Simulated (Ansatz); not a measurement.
Predict the output of the script below (the Ansatz DFT code, driven from Python).

Script `adiabatic_c2h3te.py`:
```python
"""How C2H3Te relaxes after losing an electron."""

import itertools

import ansatz as az
from ase.data import atomic_numbers, covalent_radii
import numpy as np

SETTINGS = {
    "basis": "def2-SVP",
    "functional": "b3lyp",
    "charge": 1,
}

c2h3te = (
    az.Crystal.molecule()
    .atom("C", [-0.3972, 0.1172, -0.5963])
    .atom("C", [0.2704, 0.112, 0.5039])
    .atom("Te", [1.2033, -1.6763, 1.0781])
    .atom("H", [-0.4776, -0.7047, -1.2358])
    .atom("H", [-0.932, 1.0752, -0.9186])
    .atom("H", [0.3753, 1.0126, 1.1224])
)

model = (
    c2h3te.calculation()
    .basis(gaussian=SETTINGS["basis"])
    .functional(SETTINGS["functional"])
    .spin("collinear", total=1)
)
symbols = [site.symbol for site in c2h3te.cartesian_sites]
start = np.array([site.position_ang for site in c2h3te.cartesian_sites], dtype=float)
data = model.relax(force_tolerance=0.01).run(threads=1, backend="cpu").report
end = np.array(data["positions_ang"])

minimum = az.Crystal.molecule()
for symbol, place in zip(symbols, end):
    minimum = minimum.atom(symbol, place.tolist())
ion = (
    minimum.calculation()
    .basis(gaussian=SETTINGS["basis"])
    .functional(SETTINGS["functional"])
    .charge(SETTINGS["charge"])
)
vertical = ion.run(threads=1, backend="cpu").report
settled = ion.relax(force_tolerance=0.01, max_steps=80).run(threads=1, backend="cpu").report
print(f"vertical ionisation energy   {vertical['free_energy_ev'] - data['free_energy_ev']:.3f} eV")
print(f"adiabatic, no zero point     {settled['free_energy_ev'] - data['free_energy_ev']:.3f} eV")
print(f"relaxation energy of the ion {vertical['free_energy_ev'] - settled['free_energy_ev']:.3f} eV")
ionised = np.array(settled["positions_ang"])
# pairs closer than 1.2 times the sum of covalent radii, before or after
radius = [covalent_radii[atomic_numbers[s]] for s in symbols]
span = lambda where, i, j: np.linalg.norm(where[i] - where[j])
bonded = [(i, j) for i, j in itertools.combinations(range(len(symbols)), 2) if min(span(end, i, j), span(ionised, i, j)) < 1.2 * (radius[i] + radius[j])]
print("pair        before    after (A)")
for i, j in bonded:
    print(f"{symbols[i]}{i}-{symbols[j]}{j}".ljust(10), f"{span(end, i, j):8.4f} {span(ionised, i, j):8.4f}")
```

```console
$ python adiabatic_c2h3te.py
vertical ionisation energy   8.904 eV
adiabatic, no zero point     8.841 eV
relaxation energy of the ion 0.063 eV
pair        before    after (A)
C0-C1        1.3457   1.3761
C0-H3        1.0942   1.0961
C0-H4        1.0966   1.0988
C1-Te2       2.1071   2.0447
C1-H5        1.0952   1.0959
```

Reading the output:
- The energies are electronic: no zero-point or thermal terms, and the basis set is short of its limit. The product may relax into another structure. The relaxation finds the nearest minimum, so the adiabatic value is an upper bound.
- def2 sets replace the cores of elements past krypton by effective core potentials.
- The species is open-shell (spin multiplicity 2).
- b3lyp holds the VWN-RPA fit, as in Gaussian; the form of ORCA and Turbomole is b3lyp5.
- Only the spin states typed were run; another state of an ion can lie lower, by up to an eV or two.
- Run time: 52 s on 1 thread of Arm Neoverse V2, on a shared host, peak memory 0.26 GiB.
